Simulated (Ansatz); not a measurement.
Below is the output of a Python script on the Python package of Ansatz (0.2.0) that makes a ladder of methods at one geometry of CHFNOSn, SMILES O=C=[N][SnH][F]. Write a script that gives it. Level of theory (for the species named): HSE06, def2-SVP basis, multiplicity 2. The script varies functional: hse06, lda, r2scan, blyp, b3lyp.

```xyz
6

O     1.2586   -2.1826   -1.3407
C     0.5961   -1.5494   -0.4538
N    -0.0592   -0.9384    0.4560
Sn    0.0401    1.1295    0.5228
F    -0.8183    1.8004   -1.1289
H    -0.9752    1.6765    1.8983
```

```console
$ python methods.py
functional    E (Ha)        dipole (D)   HOMO (eV)  LUMO (eV)
hse06         -482.312035     3.661      -6.944     -4.805
lda           -480.316194     3.249      -6.172     -5.461
r2scan        -482.559649     3.505      -6.548     -4.968
blyp          -482.530179     3.101      -5.900     -5.107
b3lyp         -482.673485     3.534      -7.058     -4.752
```

One script that gives this output:

Script `methods.py`:
```python
from pathlib import Path

import ansatz
import numpy as np

BASIS_SET = "def2-SVP"

GEOMETRY = """
O     1.25860   -2.18260   -1.34070
C     0.59610   -1.54940   -0.45380
N    -0.05920   -0.93840    0.45600
Sn    0.04010    1.12950    0.52280
F    -0.81830    1.80040   -1.12890
H    -0.97520    1.67650    1.89830
"""


def main() -> None:
    mol = ansatz.Crystal.molecule()
    for line in GEOMETRY.strip().splitlines():
        symbol, *xyz = line.split()
        mol = mol.atom(symbol, [float(v) for v in xyz])

    setup = mol.calculation()
    setup = setup.basis(gaussian=BASIS_SET)
    setup = setup.spin("collinear", total=1)

    print("functional    E (Ha)        dipole (D)   HOMO (eV)  LUMO (eV)")
    for name in ["hse06", "lda", "r2scan", "blyp", "b3lyp"]:
        r = setup.functional(name).forces().orbitals().run(threads=1, backend="cpu", runs_dir="runs").report
        lines = Path(r["orbitals_path"]).read_text().splitlines()
        field_of = lambda key: [line.split("=")[1].strip() for line in lines if line.startswith(key)]
        orbitals = [(27.211386 * float(e), s, float(n)) for e, s, n in zip(field_of("Ene="), field_of("Spin="), field_of("Occup="))]
        homo = max(e for e, _, n in orbitals if n > 0.5)
        lumo = min(e for e, _, n in orbitals if n < 0.5)
        dipole = 4.803205 * np.linalg.norm(r["charge_distribution"]["dipole_moment_e_ang"])
        print(f"{name:10s} {r['free_energy_ev'] / 27.211386246:14.6f} {dipole:9.3f} {homo:11.3f} {lumo:10.3f}")


if __name__ == "__main__":
    main()
```

What to keep in mind:
- Total energies depend on the basis set; only differences at equal settings carry meaning.
- The geometry is a force-field or estimated start, not a minimum of this method, and the basis set is short of its limit. A lower total doesn't mark the better method: functionals have no common bound, and MP2 and coupled cluster aren't variational.
- def2 sets replace the cores of elements past krypton by effective core potentials.
- The species is open-shell (spin multiplicity 2).
- b3lyp holds the VWN-RPA fit, as in Gaussian; the form of ORCA and Turbomole is b3lyp5.
- Levels such as HOMO and LUMO are orbital energies: with these approximate functionals they aren't the ionisation energy and electron affinity, and their gap isn't the fundamental gap.
- hse06 follows the composition of plane-wave codes, whose totals differ by tens of mHa, up to about 0.1 Ha, from the form usual in Gaussian-basis programs (wpbeh).
- Hardware and time: 32 s on 1 thread of Arm Neoverse V2, on a shared host, peak memory 0.32 GiB.
